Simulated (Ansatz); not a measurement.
# RhC (zincblende type): how the settings move a single-point run

Question: which choices in the input matter for RhC (zincblende type)?

Method: reference: DFT, PBE, all-electron LAPW, scalar-relativistic, in Ansatz 0.2.0.

1 further run of the same task is left out (it didn't finish). Runs told in other sessions of the task aren't counted.

**1. Starting point**

It takes space group F-43m (No. 216, cubic). Conventional cell: a = 4.504 Å, b = 4.504 Å, c = 4.504 Å, α = 90.00°, β = 90.00°, γ = 90.00°. Rh (site symmetry -43m) has 4 C at 1.95 Å in its first shell of neighbours. C (site symmetry -43m) is surrounded by 4 Rh at 1.95 Å.

As a file:

```cif
data_structure
_symmetry_space_group_name_H-M 'P 1'
_symmetry_Int_Tables_number 1
_cell_length_a 3.1848
_cell_length_b 3.1848
_cell_length_c 3.1848
_cell_angle_alpha 60.000
_cell_angle_beta 60.000
_cell_angle_gamma 60.000
_cell_volume 22.84
loop_
_atom_site_label
_atom_site_type_symbol
_atom_site_fract_x
_atom_site_fract_y
_atom_site_fract_z
_atom_site_occupancy
Rh1 Rh 0.00000 0.00000 0.00000 1
C1 C 0.25000 0.25000 0.25000 1
```

**2. The reference run**

input.yaml

```yaml
crystal:
  lattice:
    - [0.0, 2.2520265012, 2.2520265012]
    - [2.2520265012, 0.0, 2.2520265012]
    - [2.2520265012, 2.2520265012, 0.0]
  atoms:
    - { symbol: Rh, position: [0.0, 0.0, 0.0] }
    - { symbol: C, position: [0.25, 0.25, 0.25] }
kpoints:
  mp_grid: { grid: [14, 14, 14] }
scf:
  occupations: { method: fermi_dirac, width: 0.1 }
hamiltonian:
  xc: pbe
  pseudopotentials: { kind: all_electron, lapw: { basis_error: 0.001 } }
output:
  forces: true
  stress: true
  eigenvalues: true
  populations: true
```

Command:

```sh
ansatz run input.yaml --threads 1 --pin off --max-ram 2048MiB --backend cpu --events-out ev --progress --plain --runs-dir out
```

**3. Variant: dr2_threshold 1.0e-05**

input.yaml, as its differences from that of step 2:

```diff
@@ -12,2 +12,3 @@
   occupations: { method: fermi_dirac, width: 0.1 }
+  convergence: { dr2_threshold: 1.0e-05 }
 hamiltonian:
```

**Question.** What will these runs give? Wanted: for each run, ending; energy change; pressure; gap; force.

As calculated:

| run | ending | energy change | pressure (GPa) | gap (eV) | force (eV/Å) | cycles | time |
| --- | --- | --- | --- | --- | --- | --- | --- |
| reference | converged | 0 | 13.5 | 0.00 | 0.00 | 9 | 45 s |
| 1: dr2_threshold 1.0e-05 | converged | 0.0 meV/atom | 13.5 | 0.00 | 0.00 | 7 | 40 s |

Residual by cycle in the longest SCF loop of each run; runs are numbered as in the table. The quantity is the density residual dr2, in eV.

```
cycle  reference   run 1
    1       7.04    7.04
    2      0.508   0.508
    3      0.292   0.292
    4     0.0163  0.0163
    5     9.1e-4  9.1e-4
    6     1.1e-4  1.1e-4
    7     9.2e-6  9.2e-6
    8     1.9e-6       -
    9     3.5e-8       -
```

With the changed convergence setting the energy agrees within 0.5 meV/atom. Cost: 7 SCF cycles against 9. The structure is not at rest: the sound run finds 14 GPa, so these are no properties of the relaxed crystal. The reference leaves spin out although Rh can carry a moment, so its state need not be the lowest.
